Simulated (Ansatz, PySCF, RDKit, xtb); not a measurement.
**C3H6O5S: ranking a sample of isomers**

A sample of isomers of C3H6O5S is drawn. Aim: find which of them has the lowest free energy at 298.15 K, then its properties. The sample is small against all isomers, and the most stable one of this formula need not be in it.

The funnel: GFN2-xTB relaxations, single points with a density functional, relaxations at PBE-D3(BJ)/def2-SVP, harmonic vibrations (at GFN2-xTB), and a last energy at a higher level. All values are calculated.

### Step 1. Candidates

Isomers were taken from a list of plausible structures; this is a sample, not all of them. That gives 4 candidates.

```
label                  SMILES     spin
 c048        COS(=O)(=O)COC=O  singlet
 c403      O=C(O)CCS(=O)(=O)O  singlet
 c541      CS(=O)(=O)OCC(=O)O  singlet
 c615  CO[C@@H]1COS(=O)(=O)O1  singlet
```

Candidates are built by distance geometry, with a force field where one applies, in up to four conformers (letters a to d).

**Question.** With final energies at CCSD(T)/def2-SVP + MP2/def2-TZVPP - MP2/def2-SVP, which structure will this search put lowest in free energy, and by what margin?

| quantity | value |
| --- | --- |
| lowest structure found | O=C(O)CCS(=O)(=O)O, singlet |
| next finalist | CS(=O)(=O)OCC(=O)O, singlet, 13.1 kcal/mol higher in G |
| share at equilibrium, among the finalists | 100.0 % |
| dipole moment (PBE0/def2-SVPD) | 6.90 D |
| HOMO energy (PBE0/def2-SVPD) | -8.75 eV |
| LUMO energy (PBE0/def2-SVPD) | -1.38 eV |
| HOMO–LUMO gap (PBE0/def2-SVPD) | 7.37 eV |
| lowest excitation (TD-PBE0/def2-SVPD) | 5.94 eV (f = 0.001) |
| strongest of the states computed, same level | 8.01 eV (f = 0.050) |
| lowest triplet excitation, same level, Tamm-Dancoff | 5.43 eV |
| vertical ionisation energy | 10.87 eV |
| vertical electron affinity | -0.59 eV (unbound: the value depends on the basis) |
| vertical triplet less singlet | +5.40 eV |

`O=C(O)CCS(=O)(=O)O` comes out lowest. The margin of 13.1 kcal/mol over the next finalist is beyond the usual error of the last level; it says nothing of structures that weren't ranked. r2SCAN-D4/def2-SVP, PBE-D3(BJ)/def2-SVP, HF/def2-SVP and MP2/def2-SVP already put its bonding pattern lowest among the structures in one piece; GFN2-xTB favours the singlet CO[C@@H]1COS(=O)(=O)O1 (c615a, not a finalist); HF/STO-3G favours the singlet CO[C@@H]1COS(=O)(=O)O1 (c615b, not a finalist). 3 minima inside the window were never screened. The search is not exhaustive (a finite list of starts, one conformer a finalist), so a lower isomer can't be ruled out. Only 4 drawn patterns were tried, so whole families of isomers are missing, and the result ranks this sample alone. The lowest isomer need not be the one that is made and kept in a bottle, which depends on barriers.
